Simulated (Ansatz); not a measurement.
This script makes relaxations under a series of pressures of KCaF3, space group Pm-3m with the Ansatz DFT code, driven from Python.

`kcaf3.py`
```python
# -*- coding: utf-8 -*-
import warnings

import ansatz as az
import numpy as np

def edges_and_angles(cell):
    cell = np.asarray(cell)
    a, b, c = np.linalg.norm(cell, axis=1)
    cosines = cell[1] @ cell[2] / (b * c), cell[0] @ cell[2] / (a * c), cell[0] @ cell[1] / (a * b)
    return (a, b, c, *np.degrees(np.arccos(cosines)))

warnings.simplefilter("ignore", az.DeckWarning)

vectors = np.array([
    [4.481726, 0.0, 0.0],
    [0.0, 4.481726, 0.0],
    [0.0, 0.0, 4.481726],
])
kcaf3 = (
    az.Lattice.of(vectors)
    .atom("K", [0.5, 0.5, 0.5])
    .atom("Ca", [0.0, 0.0, 0.0])
    .atom("F", [0.0, 0.5, 0.0])
    .atom("F", [0.0, 0.0, 0.5])
    .atom("F", [0.5, 0.0, 0.0])
)

setup = kcaf3.calculation()
setup = setup.functional(az.Functional.PBESOL)
setup = setup.pseudopotentials("paw")
setup = setup.kpoints(6)
setup = setup.occupations(az.OccupationsMethod.FIXED)

rows = []
for pressure in [0, 2, 4, 6, 8]:
    result = setup.relax(cell=True, pressure=pressure, force_tolerance=0.01).run()
    cell = result.lattice.cell_ang
    n_atoms = len(result.lattice.sites)
    volume = abs(np.linalg.det(cell)) / n_atoms
    enthalpy = result.report["free_energy_ev"] / n_atoms + pressure * volume / 160.21766
    rows.append((pressure, volume, enthalpy, *edges_and_angles(cell)))
    print(f"{pressure} GPa done: {volume:.4f} A^3/atom")

print(" P (GPa)  V (A^3/atom)  H (eV/atom)     a       b       c")
for row in rows:
    print("{:8.1f} {:12.4f} {:14.5f} {:7.4f} {:7.4f} {:7.4f}".format(*row[:6]))
p, v = np.array([row[0] for row in rows], float), np.array([row[1] for row in rows])
print("mean bulk modulus between rows (GPa):", np.round(-np.diff(p) / np.diff(np.log(v)), 1))
```

From its runs, with one value withheld:

| P (GPa) | relaxed V (Å³/atom) |
| --- | --- |
| 0 | 17.123 |
| 2 | 16.530 |
| 4 | 16.034 |
| 6 | 15.608 |
| 8 | ? |

What volume does the cell relax to at 8 GPa?

Murnaghan's form V = V0 (1 + B' P / B0)^(-1/B') through the 4 rows shown gives V0 = 17.123 Å³, B0 = 52.4 GPa and B' = 4.42, and so 15.238 Å³ an atom at 8 GPa. The run gave 15.237 Å³, 0.01 % away.

At a fixed pressure a relaxation lowers the enthalpy F + PV, while F alone can rise. This cell is a computed structure, which may not be the phase found in nature. Symmetry holds the cell in this phase, whether or not it is the stable one at each pressure. Hardware and time: 65 s on 1 thread of Arm Neoverse V1 (shared host), peak memory 0.43 GiB.
